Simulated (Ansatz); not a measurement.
**AlClH4O2Si: up Jacob's ladder to CCSD(T)**

One table from this session's results is given with a row withheld; the runs are named, their logs left out.

Computed with Ansatz 0.2.0, Gaussian basis. Level: functionals in def2-TZVPP, the program's frozen cores in correlated methods.

The runs, in order: LDA (SPW92), PBE-D4, revPBE-D4, BLYP-D4, r2SCAN-D4, B97M-V, PBE0-D4, B3LYP-D4, r2SCANh-D4, r2SCAN0-D4, HSE06-D4, BHLYP-D4, CAM-B3LYP-D4, LC-ωPBE, ωB97X-V, ωB97M-V, B2PLYP, PBE-QIDH; CCSD(T)/def2-SVP; CCSD(T)/def2-TZVPP; MP2/def2-QZVPP; extrapolation to the limit; RPA on PBE.

### The relaxed structure

All runs share one geometry, relaxed beforehand with PBE0-D4 in a triple-zeta def2 set.

9 atoms, charge 0, spin multiplicity 1.

Atoms are counted from 1 here; the program's logs count them from 0.

Bond lengths: O1–Al2 1.680 Å, O1–H6 0.956 Å, Al2–Cl3 2.076 Å, Al2–O4 1.671 Å, O4–Si5 1.629 Å, Si5–H7 1.486 Å, Si5–H8 1.486 Å, Si5–H9 1.486 Å. Angles: Al2–O1–H6 122.8°, O1–Al2–Cl3 117.7°, O1–Al2–O4 122.2°, Cl3–Al2–O4 120.2°, Al2–O4–Si5 162.1°, O4–Si5–H7 109.3°, O4–Si5–H8 109.9°, O4–Si5–H9 110.5°, H7–Si5–H8 109.0°, H7–Si5–H9 109.0°, H8–Si5–H9 109.1°.

Coordinates:

```xyz
9
charge 0, multiplicity 1
O     2.47180    1.36831   -0.14981
Al    1.47439    0.11028    0.34564
Cl    2.31379   -1.37909    1.52401
O    -0.13963    0.03474   -0.07982
Si   -1.68698   -0.45717   -0.20827
H     2.16148    2.09181   -0.69215
H    -2.53505    0.69289   -0.61620
H    -1.79508   -1.52703   -1.23435
H    -2.17621   -0.98112    1.09395
```

The first run:

The input, in.yaml:

```yaml
crystal:
  periodic: [false, false, false]
  atoms:
    - {symbol: O, position_ang: [2.471801, 1.368308, -0.149808]}
    - {symbol: Al, position_ang: [1.474385, 0.110279, 0.345635]}
    - {symbol: Cl, position_ang: [2.313785, -1.379095, 1.524011]}
    - {symbol: O, position_ang: [-0.139633, 0.034736, -0.079818]}
    - {symbol: Si, position_ang: [-1.686982, -0.457173, -0.208267]}
    - {symbol: H, position_ang: [2.161480, 2.091812, -0.692148]}
    - {symbol: H, position_ang: [-2.535048, 0.692893, -0.616201]}
    - {symbol: H, position_ang: [-1.795078, -1.527035, -1.234351]}
    - {symbol: H, position_ang: [-2.176210, -0.981123, 1.093948]}
basis:
  gaussian: {orbitals: def2-TZVPP}
hamiltonian: {xc: lda}
output: {orbitals: {seedname: orbitals}}
```

Run with:

```bash
$ ansatz run in.yaml --threads 4 --pin off --events-out ev --progress --plain --max-ram 10444MiB
```

Among the steps run: LDA; PBE-D4 (GGA); revPBE-D4 (GGA); BLYP-D4 (GGA); r2SCAN-D4 (meta-GGA); B97M-V (meta-GGA); B3LYP-D4 (hybrid); r2SCANh-D4 (hybrid); r2SCAN0-D4 (hybrid); HSE06-D4 (hybrid); BHLYP-D4 (hybrid); CAM-B3LYP-D4 (range-separated); LC-ωPBE (range-separated); ωB97X-V (range-separated); ωB97M-V (range-separated); B2PLYP (double hybrid); PBE-QIDH (double hybrid).

One table of the session follows, with a row left open; its other results are not shown here.

It belongs to the step «Frontier levels by functional». 

| functional | HOMO (eV) | gap (eV) |
| --- | --- | --- |
| LDA (SPW92) | -7.55 | 5.52 |
| PBE-D4 | -7.44 | 5.68 |
| revPBE-D4 | -7.39 | 5.78 |
| BLYP-D4 | -7.33 | 5.64 |
| r2SCAN-D4 | -7.80 | 6.51 |
| B97M-V | -7.89 | 6.29 |
| PBE0-D4 | -8.90 | 8.00 |
| B3LYP-D4 | -8.67 | 7.48 |
| r2SCANh-D4 | -8.34 | 7.32 |
| r2SCAN0-D4 | -9.14 | 8.52 |
| HSE06-D4 | -8.49 | 7.22 |
| BHLYP-D4 | ? | ? |
| CAM-B3LYP-D4 | -10.32 | 10.31 |
| LC-ωPBE | -11.70 | 12.98 |
| ωB97X-V | -11.35 | 12.40 |
| ωB97M-V | -11.19 | 11.91 |

**Question.** Estimate the row for BHLYP-D4.

Worked estimate for «HOMO (eV)». Against the share of exact exchange, BLYP-D4 (0, -7.33), B3LYP-D4 (0.2, -8.67) give a slope of -6.70 per unit share; at 0.5 the line stands at -10.68.

**Answer.** HOMO (eV): -10.28; gap (eV): 10.14. In «HOMO (eV)» the line misses by -0.40.
